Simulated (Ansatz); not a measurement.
**TiN: how the settings move a single-point run**

Question: which choices in the input matter for TiN?

Method: reference: DFT, PBE, all-electron LAPW, non-relativistic, in Ansatz 0.2.0.

### 1 The starting structure

The structure is cubic, space group Fm-3m (No. 225). Conventional cell: a = 4.244 Å, b = 4.244 Å, c = 4.244 Å, α = 90.00°, β = 90.00°, γ = 90.00°. Ti (site symmetry m-3m) has 6 N at 2.12 Å in its first shell of neighbours. N (site symmetry m-3m) is surrounded by 6 Ti at 2.12 Å.

As a file:

```xyz
2
Lattice="0.0000 2.1220 2.1220 2.1220 0.0000 2.1220 2.1220 2.1220 0.0000" Properties=species:S:1:pos:R:3 pbc="T T T"
Ti    0.0000    0.0000    0.0000
N     2.1220    2.1220    2.1220
```

### 2 Reference

input.yaml

```yaml
crystal:
  lattice:
    - [0.0, 2.122, 2.122]
    - [2.122, 0.0, 2.122]
    - [2.122, 2.122, 0.0]
  atoms:
    - { symbol: Ti, position: [0.0, 0.0, 0.0] }
    - { symbol: "N", position: [0.5, 0.5, 0.5] }
kpoints:
  mp_grid: { grid: [13, 13, 13] }
  band_path:
    path:
      - [0.0, 0.0, 0.0]
      - [0.5, 0.0, 0.5]
      - [0.625, 0.25, 0.625]
      - [0.375, 0.375, 0.75]
      - [0.0, 0.0, 0.0]
      - [0.5, 0.5, 0.5]
      - [0.5, 0.25, 0.75]
      - [0.5, 0.0, 0.5]
    npoints: 5
scf:
  occupations: { method: fermi_dirac, width: 0.05 }
hamiltonian:
  xc: pbe
  pseudopotentials:
    kind: all_electron
    lapw: { basis_error: 0.0005 }
    relativity: none
output:
  forces: true
  stress: true
  eigenvalues: true
```

On the command line:

```console
ansatz run input.yaml --threads 1 --pin off --max-ram 2048MiB --backend cpu --events-out ev --progress --plain --runs-dir out
```

### 3 A further run, with the input changed

input.yaml, as its differences from that of step 2:

```diff
@@ -23,2 +23,3 @@
   occupations: { method: fermi_dirac, width: 0.05 }
+  convergence: { dr2_threshold: 0.0001 }
 hamiltonian:
@@ -33 +34,2 @@
   eigenvalues: true
+accuracy: low
```

(Steps that only read results are left out.)

Q: Predict the outcome of this session. Wanted: for each run, ending; energy change; pressure; gap; force.

The runs gave:

```
                                  run     ending  energy change  pressure (GPa)  gap (eV)  force (eV/Å)  cycles  time
                            reference  converged              0             1.4      0.00          0.00       8  18 s
1: dr2_threshold 0.0001, accuracy low  converged   0.0 meV/atom             1.4      0.00          0.00       7  17 s
```

Residual by cycle in the longest SCF loop of each run; runs are numbered as in the table. The quantity is the density residual dr2, in eV.

```
cycle  reference   run 1
    1       5.15    5.15
    2      0.216   0.216
    3      0.102   0.102
    4     0.0566  0.0566
    5     0.0044  0.0044
    6     3.3e-6  3.3e-6
    7     3.5e-7  3.5e-7
    8    6.4e-11       -
```

The changed convergence setting doesn't alter the result here (within 0.5 meV/atom). Cost: 7 SCF cycles against 8. The reference leaves spin out although Ti can carry a moment, so its state need not be the lowest.
